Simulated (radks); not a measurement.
**Lu inside a hard spherical wall**

What does compression do to the levels of Lu? A hard sphere of shrinking radius stands in for pressure; the configuration is held at [Xe] 4f14 5d1 6s2.

The numbers are computed with radks (a radial shooting solver on a logarithmic mesh, Libxc functionals) version 1 (scalar-relativistic Kohn-Sham, r2SCAN, spin-polarised, spherical densities, finite nucleus; open shells are filled with parallel spins first), except any that are marked as measured or tabulated.

### 1 The atom as given

| Quantity | Value |
| --- | --- |
| element | lutetium (Z = 71) |
| charge | 0 |
| electrons | 71 |
| configuration | [Xe] 4f14 5d1 6s2 |
| nuclear rms radius | 5.37 fm |

The outer shells:

Lu
```
[Xe] core
4f [↑↓][↑↓][↑↓][↑↓][↑↓][↑↓][↑↓]
5d [↑ ][  ][  ][  ][  ]
6s [↑↓]
```

### 2 The free atom

Input:

```text
Z 71
configuration [Xe] 4f14 5d1 6s2 6p0 7s0 5f0
relativity scalar-relativistic
functional r2scan,r2scan
spin polarised
nucleus finite rms 5.37 fm
c 137.035999084
```

### 3 Wall at 20 bohr

Changes since step 2:

```diff
@@ -6,2 +6,3 @@
 nucleus finite rms 5.37 fm
+wall 20 bohr
 c 137.035999084
```

### 4 Wall at 15 bohr

Changes since step 3:

```diff
@@ -6,3 +6,3 @@
 nucleus finite rms 5.37 fm
-wall 20 bohr
+wall 15 bohr
 c 137.035999084
```

### 5 Wall at 12 bohr

Changes since step 4:

```diff
@@ -6,3 +6,3 @@
 nucleus finite rms 5.37 fm
-wall 15 bohr
+wall 12 bohr
 c 137.035999084
```

### 6 Wall at 8 bohr

Changes since step 5:

```diff
@@ -6,3 +6,3 @@
 nucleus finite rms 5.37 fm
-wall 12 bohr
+wall 8 bohr
 c 137.035999084
```

### 7 Wall at 7 bohr

Changes since step 6:

```diff
@@ -6,3 +6,3 @@
 nucleus finite rms 5.37 fm
-wall 8 bohr
+wall 7 bohr
 c 137.035999084
```

### 8 Wall at 5 bohr

Changes since step 7:

```diff
@@ -6,3 +6,3 @@
 nucleus finite rms 5.37 fm
-wall 7 bohr
+wall 5 bohr
 c 137.035999084
```

### 9 Wall at 4 bohr

Changes since step 8:

```diff
@@ -6,3 +6,3 @@
 nucleus finite rms 5.37 fm
-wall 5 bohr
+wall 4 bohr
 c 137.035999084
```

### 10 Wall at 3 bohr

Changes since step 9:

```diff
@@ -6,3 +6,3 @@
 nucleus finite rms 5.37 fm
-wall 4 bohr
+wall 3 bohr
 c 137.035999084
```

Before running it: what results should come out? Wanted: for each run, R; E − E(free); ε(5d); ε(6p, empty); ε(7s, empty); ε(5f, empty); pressure.

As calculated:

| R (bohr) | E − E(free) (eV) | ε(5d) (eV) | ε(6p, empty) (eV) | ε(7s, empty) (eV) | ε(5f, empty) (eV) | pressure (GPa) |
| --- | --- | --- | --- | --- | --- | --- |
| free | 0.000 | -1.911 | -1.373 | - | - | 0 |
| 20 | 0.000 | -1.911 | -1.373 | 0.168 | 1.469 | < 0.0001 |
| 15 | 0.000 | -1.909 | -1.366 | 0.513 | 2.375 | 0.000112 |
| 12 | 0.005 | -1.888 | -1.319 | 1.232 | 3.483 | 0.00323 |
| 8 | 0.313 | -1.401 | -0.486 | 5.793 | 7.314 | 0.420 |
| 7 | 0.865 | -0.859 | 0.439 | 9.389 | 9.519 | 1.52 |
| 5 | 6.719 | 2.250 | 6.764 | 29.016 | 19.155 | 24.5 |
| 4 | 20.464 | 6.680 | 17.752 | 57.960 | 30.654 | 131 |
| 3 | 78.570 | 19.370 | 51.790 | 136.36 | 56.912 | 1163 |

**Reading.** Eigenvalues are for spin up. At the tightest wall, 3 bohr, the energy stands 78.570 eV above the free atom and the pressure, −dE/dV, is 1163 GPa. Of the levels in the table that exist at both ends, 6p (empty) rises most from the free atom (53.164 eV). From R = 5 bohr inwards the highest occupied level lies above zero, pushed up by confinement. Shells are not refilled when levels cross, and a hard wall is a model, not a crystal.
